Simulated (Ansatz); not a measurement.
# F2Ge: the cost of one run

Program: Ansatz 0.2.0, Gaussian basis. Level of theory: def2-QZVPP, all electrons in the functionals. These are calculated values, not measurements.

Plan: PBE, BLYP, r2SCAN, B97M-V, PBE0, B3LYP, at charge 0, triplet; charge 0, singlet; charge 0, quintet; charge 1, doublet; charge 1, quartet.

10 further runs of the same task are left out: 2 that didn't finish, 8 set aside as unsound or not needed.

**1. What is computed**

The geometry is a PBE0/def2-TZVP stationary point (not a proven minimum). No spin-orbit coupling is included. The filled d shell of Ge may be among the frozen orbitals whatever the setting's name suggests; the logs give the count.

3 atoms, charge 0, spin multiplicity 3.

Atoms are counted from 1 here; the program's logs count them from 0.

Bond lengths: Ge1–F2 1.738 Å, Ge1–F3 1.738 Å. Angles: F2–Ge1–F3 113.8°.

No dispersion term is added; B97M-V holds VV10 nonlocal correlation. B3LYP takes the VWN-RPA correlation.

The geometry shown and the zero of energy belong to the point charge 0, triplet. The yardstick, RCCSD(T), and other wave-function levels (R restricted, U unrestricted, valence and pair active spaces) come from earlier runs.

**2. PBE, charge 0, triplet**

in.yaml reads:

```yaml
crystal:
  periodic: [false, false, false]
  atoms:
    - {symbol: Ge, position_ang: [0.000000, -0.325890, 0.000000]}
    - {symbol: F, position_ang: [0.000000, 0.623017, -1.456249]}
    - {symbol: F, position_ang: [0.000000, 0.623017, 1.456249]}
basis:
  gaussian: {orbitals: "def2-QZVPP.json"}
magnetization: {spin_polarized: true, initial_magnetization: 2}
hamiltonian: {xc: {name: PBE}}
output: {orbitals: {seedname: orbitals}}
```

The run is started by

```sh
> ansatz run in.yaml --threads 1 --pin off --events-out ev --progress --plain --max-ram 2393MiB
```

**Question.** How long does this run take on 1 thread of Arm Neoverse V1, shared host?

About 4.9 s.
